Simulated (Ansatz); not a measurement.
Write a Python script for the Python package of Ansatz (0.2.0) that makes an equation of state with a fit of Al, space group P6_3/mmc. Settings (first run): LDA, PAW, cutoff 463 eV, 12×12×6 k-points, Gaussian smearing of 0.05 eV.

```
Al
1.0
     2.81246    0.00000    0.00000
    -1.40623    2.43566    0.00000
     0.00000    0.00000    4.86685
Al
2
Direct
  0.66667 0.33333 0.75000
  0.33333 0.66667 0.25000
```

`eos_al.py`:
```python
"""Equation of state of Al."""

import logging
import sys
import warnings

import ansatz as az
from ase.eos import EquationOfState
from ase.units import GPa
import numpy as np

logging.basicConfig(stream=sys.stdout, format="[%(levelname)s] %(message)s")
logger = logging.getLogger("run")
logger.setLevel(logging.INFO)

OCCUPATIONS = "Gaussian"
MESH = (12, 12, 6)

VECTORS = np.array([
    [2.812455, 0.0, 0.0],
    [-1.406228, 2.435658, 0.0],
    [0.0, 0.0, 4.86685],
])
SITES = [
    ("Al", (2 / 3, 1 / 3, 0.75)),
    ("Al", (1 / 3, 2 / 3, 0.25)),
]


def crystal_on(cell):
    crystal = az.Crystal(lattice=az.Lattice.of(cell))
    for symbol, position in SITES:
        crystal = crystal.atom(symbol, position)
    return crystal

warnings.simplefilter("ignore", az.DeckWarning)

# scale the volume, keep shape and fractions
volumes, energies, pressures = [], [], []
for scale in np.linspace(0.94, 1.06, 7):
    cell = VECTORS * scale ** (1 / 3)
    calculation = (
        crystal_on(cell).calculation()
        .functional(az.Functional.LDA)
        .basis(17 * az.Ha)
        .occupations(OCCUPATIONS, width=50 * az.meV)
        .kpoints(*MESH)  # the mesh must be finer for metals
        .stress()  # GPa
    )
    summary = calculation.run().report
    volumes.append(abs(np.linalg.det(cell)) / len(SITES))
    energies.append(summary["free_energy_ev"] / len(SITES))
    pressures.append(np.trace(summary["stress_gpa"]) / 3)
    logger.info(f"V = {volumes[-1]:8.4f} A^3/atom  F = {energies[-1]:.5f} eV/atom  P = {pressures[-1]:8.3f} GPa")

eos = EquationOfState(volumes, energies, eos="vinet")
v0, e0, bulk = eos.fit()
logger.info(f"V0 = {v0:.4f} A^3/atom, E0 = {e0:.5f} eV/atom, B = {bulk / GPa:.1f} GPa")
```

`python eos_al.py` gives:
```text
[INFO] V =  15.6692 A^3/atom  F = -512.83445 eV/atom  P =    1.479 GPa
[INFO] V =  16.0026 A^3/atom  F = -512.83568 eV/atom  P =   -0.266 GPa
[INFO] V =  16.3360 A^3/atom  F = -512.83345 eV/atom  P =   -1.862 GPa
[INFO] V =  16.6694 A^3/atom  F = -512.82804 eV/atom  P =   -3.310 GPa
[INFO] V =  17.0028 A^3/atom  F = -512.81979 eV/atom  P =   -4.585 GPa
[INFO] V =  17.3362 A^3/atom  F = -512.80909 eV/atom  P =   -5.672 GPa
[INFO] V =  17.6696 A^3/atom  F = -512.79631 eV/atom  P =   -6.572 GPa
[INFO] V0 = 15.9495 A^3/atom, E0 = -512.83576 eV/atom, B = 83.5 GPa
```

A third-order Birch-Murnaghan fit through the 7 points has its minimum at 15.95 Å³ an atom, 4.3 % below the typed cell, with a bulk modulus of 84 GPa and dB/dP = 5.0. From that minimum the energy rises by 1.3 meV an atom on the compressed side and 39.5 meV on the expanded side. The window is off centre, so dB/dP is rough.

What to keep in mind:
- Absolute energies stand on the zero of these potentials, so only differences at equal settings mean something.
- Shape and fractional positions are held along the curve, so the bulk modulus is an upper value where they are free to relax, by a factor of two or more in layered or hydrogen-bonded cells.
- The mesh is modest for a metal, so energies can be off by several to tens of meV an atom and pressures by half a GPa or more; differences at equal mesh fare better.
- Pressure is positive in compression.
- This isn't the structure that Al takes at ambient conditions.
- Finished in 7.2 s on 1 thread of Arm Neoverse V2 (shared host), peak memory 0.35 GiB.
